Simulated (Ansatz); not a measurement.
Run this with the Python package of Ansatz (0.2.0) and show what comes out.

`f2hosi_disp.py`
```python
'''Size of D3 and D4 in F2HOSi.'''

import ansatz as az
from ase import Atoms

atoms = Atoms(['O', 'Si', 'F', 'F', 'H'], positions=[
    [-0.3275, 1.14298, 0.12154],
    [-0.13715, -0.36778, 0.60417],
    [1.39321, -0.83099, 0.44847],
    [-0.84772, -1.38617, -0.41487],
    [-0.08083, 1.44196, -0.7593],
])
f2hosi = az.Crystal.molecule_from_ase(atoms)

model = (
    f2hosi.calculation()
    .basis(gaussian='def2-SVP')  # atom-centred Gaussian functions
    .spin('collinear', total=1)  # spin-polarised run
)
for name in ['revpbe', 'pbe']:
    for correction in ('d3bj', 'd4'):
        rep = model.functional(name, dispersion=correction).run(threads=1, pin='off').report
        print(f'{name:8s} {correction:5s} total {rep["free_energy_ev"]:.5f} eV, of which dispersion {1000 * rep["dispersion"]["energy"]["ev"]:.2f} meV')
```

```console
$ python f2hosi_disp.py
revpbe   d3bj  total -15364.75695 eV, of which dispersion -175.33 meV
revpbe   d4    total -15364.83993 eV, of which dispersion -258.30 meV
pbe      d3bj  total -15357.65659 eV, of which dispersion -67.86 meV
pbe      d4    total -15357.66662 eV, of which dispersion -77.88 meV
```

Reading the output:
- The settings weren't tested for convergence.
- The geometry is a force-field or estimated start, not a minimum of this method, and the basis set is short of its limit. D4 holds the three-body term, and d3bj doesn't.
- The species is open-shell (spin multiplicity 2).
- Run time: 4 s on 1 thread of Intel(R) Xeon(R) 6975P-C (Granite Rapids), on a shared host, peak memory 0.19 GiB.

(Lines on the test bed's own set-up are left out of the output.)
